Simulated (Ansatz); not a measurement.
**GeH3S radical: up Jacob's ladder to CCSD(T)**

One table from this session's results is given with a row withheld; the runs are named, their logs left out.

Method: functionals in def2-TZVPP, the program's frozen cores in correlated methods; program: Ansatz 0.2.0, Gaussian basis.

The runs, in order: LDA (SPW92), PBE-D4, revPBE-D4, BLYP-D4, r2SCAN-D4, B97M-V, PBE0-D4, B3LYP-D4, r2SCANh-D4, r2SCAN0-D4, HSE06-D4, BHLYP-D4, CAM-B3LYP-D4, LC-ωPBE, ωB97X-V, ωB97M-V, B2PLYP, PBE-QIDH; CCSD(T)/def2-SVP; CCSD(T)/def2-TZVPP; MP2/def2-QZVPP; extrapolation to the limit; RPA on PBE.

## The relaxed structure

All runs share one geometry, relaxed beforehand with PBE0-D4 in a triple-zeta def2 set.

SMILES `[S][GeH3]`, 5 atoms, charge 0, spin multiplicity 2.

Atoms are counted from 1 here; the program's logs count them from 0.

Bond lengths: S1–Ge2 2.210 Å, Ge2–H3 1.536 Å, Ge2–H4 1.538 Å, Ge2–H5 1.536 Å. Angles: S1–Ge2–H3 110.7°, S1–Ge2–H4 104.4°, S1–Ge2–H5 110.7°, H3–Ge2–H4 110.3°, H3–Ge2–H5 110.4°, H4–Ge2–H5 110.3°.

Set-up of the first run:

in.yaml reads:

```yaml
crystal:
  periodic: [false, false, false]
  atoms:
    - {symbol: S, position_ang: [1.402005, -0.324443, 1.480529]}
    - {symbol: Ge, position_ang: [-0.107814, 0.003266, -0.099657]}
    - {symbol: H, position_ang: [-1.018532, 1.187498, 0.257322]}
    - {symbol: H, position_ang: [0.717750, 0.325854, -1.356389]}
    - {symbol: H, position_ang: [-0.943609, -1.265875, -0.323206]}
basis:
  gaussian: {orbitals: def2-TZVPP}
magnetization: {spin_polarized: true, initial_magnetization: 1}
hamiltonian: {xc: lda}
output: {orbitals: {seedname: orbitals}}
```

Among the steps run: LDA; PBE-D4 (GGA); revPBE-D4 (GGA); BLYP-D4 (GGA); r2SCAN-D4 (meta-GGA); B97M-V (meta-GGA); PBE0-D4 (hybrid); B3LYP-D4 (hybrid); r2SCANh-D4 (hybrid); r2SCAN0-D4 (hybrid); HSE06-D4 (hybrid); BHLYP-D4 (hybrid); CAM-B3LYP-D4 (range-separated); LC-ωPBE-D4 (range-separated; the results give it without D4); ωB97X-V (range-separated); ωB97M-V (range-separated); B2PLYP (double hybrid); PBE-QIDH (double hybrid).

One table of the session follows, with a row left open; its other results are not shown here.

It belongs to the step «Frontier levels by functional». 

```
  functional  HOMO (eV)  LUMO (eV)  gap (eV)
 LDA (SPW92)      -5.97      -5.97      0.00
      PBE-D4      -5.93      -5.55      0.38
   revPBE-D4      -5.90      -5.45      0.45
     BLYP-D4      -5.78      -5.51      0.27
   r2SCAN-D4      -6.22      -5.17      1.06
      B97M-V      -6.30      -5.39      0.91
     PBE0-D4      -7.19      -4.40      2.79
    B3LYP-D4      -6.95      -4.78      2.17
  r2SCANh-D4      -6.69      -4.75      1.94
  r2SCAN0-D4          ?          ?         ?
    HSE06-D4      -6.79      -4.79      2.00
    BHLYP-D4      -8.31      -3.25      5.06
CAM-B3LYP-D4      -8.53      -3.26      5.27
     LC-ωPBE      -9.97      -1.79      8.18
     ωB97X-V      -9.59      -2.29      7.30
     ωB97M-V      -9.38      -2.40      6.98
```

**Question.** Estimate the row for r2SCAN0-D4.

Worked estimate for «HOMO (eV)». Against the share of exact exchange, r2SCAN-D4 (0, -6.22), r2SCANh-D4 (0.1, -6.69) give a slope of -4.70 per unit share; at 0.25 the line stands at -7.39.

The run gave: HOMO (eV): -7.38; LUMO (eV): -4.12; gap (eV): 3.26. In «HOMO (eV)» the line misses by -0.01.

To keep in mind: A negative gap means that an empty level lies below a filled one: whole occupations of an open shell aren't an aufbau state there.
